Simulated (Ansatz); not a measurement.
# HfSi3: the cost of one run

Method: DFT PBE, scalar-relativistic, plane waves, PAW, in Ansatz 0.2.0.

**1. The system as given**

The cell holds 20 atoms (Hf5Si15): a = 6.784 Å, b = 7.082 Å, c = 7.052 Å, α = 90.86°, β = 94.08°, γ = 91.20°.

It is the last frame of an earlier stage of the same melt, run at 1100 K.

The coordinates stand in the first input below.

**2. Langevin stage at 300 K**

One k point, a Fermi-Dirac width of 0.050 eV and a fixed cell.

input.yaml reads:

```yaml
crystal:
  lattice:
    - [6.779293, -0.073853, -0.246712]
    - [-0.073853, 7.081363, -0.054389]
    - [-0.246712, -0.054389, 7.047265]
  atoms:
    - { symbol: Si, position: [0.0463046901, 0.0114465182, 0.8734750558] }
    - { symbol: Si, position: [0.3724866027, 0.3232926976, 0.928776908] }
    - { symbol: Si, position: [0.9470365798, 0.7611936851, 0.316174955] }
    - { symbol: Si, position: [0.5740107805, 0.0780519969, 0.4242848639] }
    - { symbol: Si, position: [0.4454706546, 0.624061482, 0.575439339] }
    - { symbol: Si, position: [0.5773935527, 0.3175195599, 0.679227361] }
    - { symbol: Si, position: [0.4183608197, 0.9774881824, 0.8855706228] }
    - { symbol: Si, position: [0.1371918667, 0.4854981842, 0.3554036591] }
    - { symbol: Si, position: [0.0752120838, 0.7359000366, 0.6317593318] }
    - { symbol: Si, position: [0.4463873187, 0.7964474133, 0.2900478511] }
    - { symbol: Si, position: [0.2841755644, 0.0482266381, 0.5722217322] }
    - { symbol: Si, position: [0.6065948061, 0.6718967539, 0.0144981381] }
    - { symbol: Si, position: [0.8941660551, 0.4677171935, 0.7451248628] }
    - { symbol: Si, position: [0.9269155839, 0.3481850305, 0.0927410654] }
    - { symbol: Si, position: [0.6871563605, 0.856543697, 0.7054023257] }
    - { symbol: Hf, position: [0.1930754741, 0.673587931, 0.0110225318] }
    - { symbol: Hf, position: [0.7333209498, 0.0169723822, 0.1166586494] }
    - { symbol: Hf, position: [0.632900682, 0.4548768746, 0.291896435] }
    - { symbol: Hf, position: [0.9258165851, 0.1670831061, 0.540477499] }
    - { symbol: Hf, position: [0.2476555636, 0.1495048787, 0.2090463589] }
  symmetry: { detect: false }
basis:
  ecutwfc: 420
kpoints:
  mp_grid: { grid: [1, 1, 1], shift: [0.25, 0.25, 0.25] }
hamiltonian:
  xc: pbe
scf:
  occupations: { method: fermi_dirac, width: 0.05 }
  lower_state_search: "off"
  convergence: { dr2_threshold: 1.0e-06 }
output:
  forces: true
  stress: true
md:
  timestep: 3.0
  n_steps: 250
  ensemble: nvt_langevin
  friction: 0.03
  temperature: 300.0
  initial_velocities: maxwell_boltzmann
  seed: 25605
```

The run is started by

```bash
$ ansatz run input.yaml --threads 2 --pin off --max-ram 5120MiB --backend cpu --events-out ev --progress --plain --runs-dir out
```

Q: Estimate wall time and peak memory on 2 threads of AMD EPYC 9R14 (Zen 4), shared host.

About 5.3 min, with a peak of 0.62 GiB.
